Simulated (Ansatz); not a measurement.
# Os (Osmium): how the settings move a single-point run

Question: which choices in the input matter for Os (Osmium)?

Method: reference: DFT, PBE, all-electron LAPW, scalar-relativistic, in Ansatz 0.2.0.

## Step 1: The structure to begin with

The structure is hexagonal, space group P6_3/mmc (No. 194). The conventional cell has a = 2.734 Å, b = 2.734 Å, c = 4.320 Å, α = 90.00°, β = 90.00°, γ = 120.00°. Os (site symmetry -6m2) is surrounded by 12 Os at 2.68 to 2.73 Å.

As a file:

```cif
data_structure
_symmetry_space_group_name_H-M 'P6_3/mmc'
_symmetry_Int_Tables_number 194
_cell_length_a 2.7341
_cell_length_b 2.7341
_cell_length_c 4.3197
_cell_angle_alpha 90.000
_cell_angle_beta 90.000
_cell_angle_gamma 120.000
_cell_volume 27.96
loop_
_atom_site_label
_atom_site_type_symbol
_atom_site_symmetry_multiplicity
_atom_site_Wyckoff_symbol
_atom_site_fract_x
_atom_site_fract_y
_atom_site_fract_z
_atom_site_occupancy
Os1 Os 2 c 0.33333 0.66667 0.25000 1
```

## Step 2: Reference

Contents of input.yaml:

```yaml
crystal:
  lattice:
    - [2.7341, 0.0, 0.0]
    - [-1.36705, 2.3678000565, 0.0]
    - [0.0, 0.0, 4.3197]
  atoms:
    - { symbol: Os, position: [0.3333333333, 0.6666666667, 0.25] }
    - { symbol: Os, position: [0.6666666667, 0.3333333333, 0.75] }
magnetization:
  spin_polarized: true
  initial_magnetization: 0.0
  spin_locking: { lock_magnetization: hard }
kpoints:
  mp_grid: { grid: [16, 16, 9] }
scf:
  occupations: { method: fermi_dirac, width: 0.08 }
  lower_state_search: "off"
hamiltonian:
  xc: pbe
  pseudopotentials: { kind: all_electron, lapw: { basis_error: 0.001 } }
output:
  forces: true
  stress: true
  eigenvalues: false
```

Launch:

```
$ ansatz run input.yaml --threads 1 --pin off --max-ram 3072MiB --backend cpu --events-out ev --progress --plain --runs-dir out
```

## Step 3: Changing settings: dr2_threshold 1.0e-08

Changes to input.yaml since step 2:

```diff
@@ -17,2 +17,3 @@
   lower_state_search: "off"
+  convergence: { dr2_threshold: 1.0e-08 }
 hamiltonian:
```

Before running it: what results should come out? Wanted: for each run, ending; energy change; pressure; gap; force.

**Answer**, as computed:

| run | ending | energy change | pressure (GPa) | gap (eV) | force (eV/Å) | cycles | time |
| --- | --- | --- | --- | --- | --- | --- | --- |
| reference | converged | 0 | 8.6 | 0.00 | 0.00 | 8 | 20 s |
| 1: dr2_threshold 1.0e-08 | converged | 0.0 meV/atom | 8.6 | 0.00 | 0.00 | 9 | 21 s |

Residual by cycle in the longest SCF loop of each run; runs are numbered as in the table. The quantity is the density residual dr2, in eV.

```
cycle  reference    run 1
    1     0.0985   0.0985
    2     0.0449   0.0449
    3     0.0129   0.0129
    4    0.00459  0.00459
    5     3.7e-4   3.7e-4
    6     1.2e-5   1.2e-5
    7     1.1e-6   1.1e-6
    8     7.1e-8   7.1e-8
    9          -   3.4e-9
```

The changed convergence setting doesn't alter the result here (within 0.5 meV/atom). Cost: 9 SCF cycles against 8.
